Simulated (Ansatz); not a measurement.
# NaSrYWO6: the cost of one run

Program: Ansatz 0.2.0. Level of theory: DFT PBE, scalar-relativistic, plane waves, PAW. These are calculated values, not measurements.

### 1 The structure to begin with

Symmetry: F-43m, No. 216, cubic system. Conventional cell: a = 8.344 Å, b = 8.344 Å, c = 8.344 Å, α = 90.00°, β = 90.00°, γ = 90.00°. Na (site symmetry -43m) has 12 O at 2.95 Å as nearest neighbours. Sr (site symmetry -43m) is surrounded by 12 O at 2.95 Å. Y (site symmetry -43m) has 6 O at 2.23 Å as nearest neighbours. W (site symmetry -43m) is surrounded by 6 O at 1.95 Å. Around O (site symmetry 2mm) lie 1 W at 1.95 Å and 1 Y at 2.23 Å.

Coordinates:

```cif
data_structure
_symmetry_space_group_name_H-M 'P 1'
_symmetry_Int_Tables_number 1
_cell_length_a 5.9001
_cell_length_b 5.9001
_cell_length_c 5.9001
_cell_angle_alpha 60.000
_cell_angle_beta 60.000
_cell_angle_gamma 60.000
_cell_volume 145.23
loop_
_atom_site_label
_atom_site_type_symbol
_atom_site_fract_x
_atom_site_fract_y
_atom_site_fract_z
_atom_site_occupancy
Na1 Na 0.25000 0.25000 0.25000 1
Sr1 Sr 0.75000 0.75000 0.75000 1
Y1 Y 0.50000 0.50000 0.50000 1
W1 W 0.00000 0.00000 0.00000 1
O1 O 0.76667 0.23333 0.23333 1
O2 O 0.23333 0.76667 0.76667 1
O3 O 0.76667 0.76667 0.23333 1
O4 O 0.23333 0.23333 0.76667 1
O5 O 0.23333 0.76667 0.23333 1
O6 O 0.76667 0.23333 0.76667 1
```

The structure comes from the Materials Project (structure only).

(A quick probe on a coarse mesh, which set the mesh and smearing, is not shown.)

### 3 Full relaxation

File input.yaml:

```yaml
crystal:
  lattice:
    - [0.0, 4.17201834, 4.17201834]
    - [4.17201834, 0.0, 4.17201834]
    - [4.17201834, 4.17201834, 0.0]
  atoms:
    - { symbol: Na, position: [0.25, 0.25, 0.25] }
    - { symbol: Sr, position: [0.75, 0.75, 0.75] }
    - { symbol: "Y", position: [0.5, 0.5, 0.5] }
    - { symbol: W, position: [0.0, 0.0, 0.0] }
    - { symbol: O, position: [0.76666543, 0.23333457, 0.23333457] }
    - { symbol: O, position: [0.23333457, 0.76666543, 0.76666543] }
    - { symbol: O, position: [0.76666543, 0.76666543, 0.23333457] }
    - { symbol: O, position: [0.23333457, 0.23333457, 0.76666543] }
    - { symbol: O, position: [0.23333457, 0.76666543, 0.23333457] }
    - { symbol: O, position: [0.76666543, 0.23333457, 0.76666543] }
basis:
  ecutwfc: 420
kpoints:
  mp_grid: { grid: [6, 6, 6] }
hamiltonian:
  xc: pbe
scf:
  occupations: { method: gaussian, width: 0.02 }
output:
  forces: true
  stress: true
  eigenvalues: true
  write_density: true
  write_potential: true
  elf: true
  volumetric_format: npy
relax:
  adjacent_minimum: "off"
  f_tol: 0.005
  max_steps: 80
  cell: { stress_tol: 0.05 }
```

Command:

```sh
$ ansatz run input.yaml --threads 2 --pin off --max-ram 5120MiB --backend cpu --events-out ev --progress --plain --runs-dir out
```

Q: Estimate wall time and peak memory on 2 threads of Arm Neoverse V2, shared host.

About 40 s, with a peak of 0.47 GiB.
